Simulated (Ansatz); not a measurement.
**C₇H₁₄: up Jacob's ladder to CCSD(T)**

An exercise on one series of results from a longer session: the logs are not shown, and one member is left open.

Method: functionals in def2-TZVPP, the program's frozen cores in correlated methods; program: Ansatz 0.2.0, Gaussian basis.

The runs, in order: LDA (SPW92), PBE-D4, revPBE-D4, BLYP-D4, r2SCAN-D4, B97M-V, PBE0-D4, B3LYP-D4, r2SCANh-D4, r2SCAN0-D4, HSE06-D4, BHLYP-D4, CAM-B3LYP-D4, LC-ωPBE, ωB97X-V, ωB97M-V, B2PLYP, PBE-QIDH; CCSD(T)/def2-SVP; CCSD(T)/def2-TZVPP; MP2/def2-QZVPP; extrapolation to the limit; RPA on PBE.

### The geometry

All runs share one geometry, relaxed beforehand with PBE0-D4 in a triple-zeta def2 set.

SMILES `C=CCCC(C)C`, 21 atoms, charge 0, spin multiplicity 1.

Atoms are counted from 1 here; the program's logs count them from 0.

Bond lengths: C1–C2 1.325 Å, C1–H8 1.084 Å, C1–H9 1.086 Å, C2–C3 1.492 Å, C2–H10 1.090 Å, C3–C4 1.526 Å, C3–H11 1.093 Å, C3–H12 1.098 Å, C4–C5 1.526 Å, C4–H13 1.097 Å, C4–H14 1.097 Å, C5–C6 1.522 Å, C5–C7 1.522 Å, C5–H15 1.099 Å, C6–H16 1.093 Å, C6–H17 1.095 Å, C6–H18 1.093 Å, C7–H19 1.092 Å and more. Angles: C2–C1–H8 121.7°, C2–C1–H9 121.3°, H8–C1–H9 117.0°, C1–C2–C3 125.2°, C1–C2–H10 118.9°, C3–C2–H10 115.9°, C2–C3–C4 112.3°, C2–C3–H11 109.3°, C2–C3–H12 109.2°, C4–C3–H11 110.6°, C4–C3–H12 108.5°, H11–C3–H12 106.8°, C3–C4–C5 114.7°, C3–C4–H13 108.7°, C3–C4–H14 109.1°, C5–C4–H13 108.7°, C5–C4–H14 109.2°, H13–C4–H14 106.0° and more.

Set-up of the first run:

File in.yaml:

```yaml
crystal:
  periodic: [false, false, false]
  atoms:
    - {symbol: C, position_ang: [1.601264, -2.662559, -1.644574]}
    - {symbol: C, position_ang: [0.997655, -1.493296, -1.803835]}
    - {symbol: C, position_ang: [0.975577, -0.392683, -0.797357]}
    - {symbol: C, position_ang: [-0.441081, -0.048030, -0.346634]}
    - {symbol: C, position_ang: [-0.541662, 1.167702, 0.570149]}
    - {symbol: C, position_ang: [-2.000577, 1.512377, 0.831485]}
    - {symbol: C, position_ang: [0.201346, 0.963068, 1.883007]}
    - {symbol: H, position_ang: [1.571686, -3.427957, -2.411447]}
    - {symbol: H, position_ang: [2.150931, -2.895272, -0.737276]}
    - {symbol: H, position_ang: [0.453588, -1.303808, -2.728595]}
    - {symbol: H, position_ang: [1.594410, -0.674691, 0.058904]}
    - {symbol: H, position_ang: [1.430536, 0.506348, -1.234658]}
    - {symbol: H, position_ang: [-1.059485, 0.129571, -1.234655]}
    - {symbol: H, position_ang: [-0.879209, -0.918237, 0.157948]}
    - {symbol: H, position_ang: [-0.080316, 2.016712, 0.047046]}
    - {symbol: H, position_ang: [-2.092999, 2.404470, 1.456227]}
    - {symbol: H, position_ang: [-2.504436, 0.690729, 1.350690]}
    - {symbol: H, position_ang: [-2.540532, 1.696546, -0.100962]}
    - {symbol: H, position_ang: [1.269208, 0.794104, 1.730910]}
    - {symbol: H, position_ang: [-0.201242, 0.098786, 2.421683]}
    - {symbol: H, position_ang: [0.095329, 1.836111, 2.531925]}
basis:
  gaussian: {orbitals: def2-TZVPP}
hamiltonian: {xc: lda}
output: {orbitals: {seedname: orbitals}}
```

On the command line:

```console
$ ansatz run in.yaml --threads 2 --pin off --events-out ev --progress --plain --max-ram 32768MiB --backend cuda --devices 0, --max-vram 18GiB
```

Among the steps run: LDA; PBE-D4 (GGA); revPBE-D4 (GGA); BLYP-D4 (GGA); r2SCAN-D4 (meta-GGA); B97M-V (meta-GGA); B3LYP-D4 (hybrid); r2SCANh-D4 (hybrid); r2SCAN0-D4 (hybrid); HSE06-D4 (hybrid); BHLYP-D4 (hybrid); CAM-B3LYP-D4 (range-separated); LC-ωPBE (range-separated); ωB97X-V (range-separated); ωB97M-V (range-separated); B2PLYP (double hybrid); PBE-QIDH (double hybrid).

One table of the session follows, with a row left open; its other results are not shown here.

It belongs to the step «Orbital energies across the functionals». 

```
  functional  HOMO (eV)  LUMO (eV)  gap (eV)
 LDA (SPW92)      -6.39      -0.87      5.52
      PBE-D4      -6.21      -0.63      5.58
   revPBE-D4          ?          ?         ?
     BLYP-D4      -6.05      -0.50      5.55
   r2SCAN-D4      -6.40      -0.37      6.03
      B97M-V      -6.43      -0.34      6.09
     PBE0-D4      -7.33       0.42      7.75
    B3LYP-D4      -7.11       0.17      7.28
  r2SCANh-D4      -6.83       0.01      6.83
  r2SCAN0-D4      -7.46       0.57      8.03
    HSE06-D4      -6.93       0.04      6.96
    BHLYP-D4      -8.29       1.53      9.82
CAM-B3LYP-D4      -8.67       1.56     10.23
     LC-ωPBE     -10.08       2.76     12.84
     ωB97X-V      -9.68       2.65     12.34
     ωB97M-V      -9.60       2.48     12.07
```

**Question.** Estimate the row for revPBE-D4.

The run gave: HOMO (eV): -6.14; LUMO (eV): -0.53; gap (eV): 5.61. In the column «HOMO (eV)» it lies between PBE-D4 (-6.21) and BLYP-D4 (-6.05).
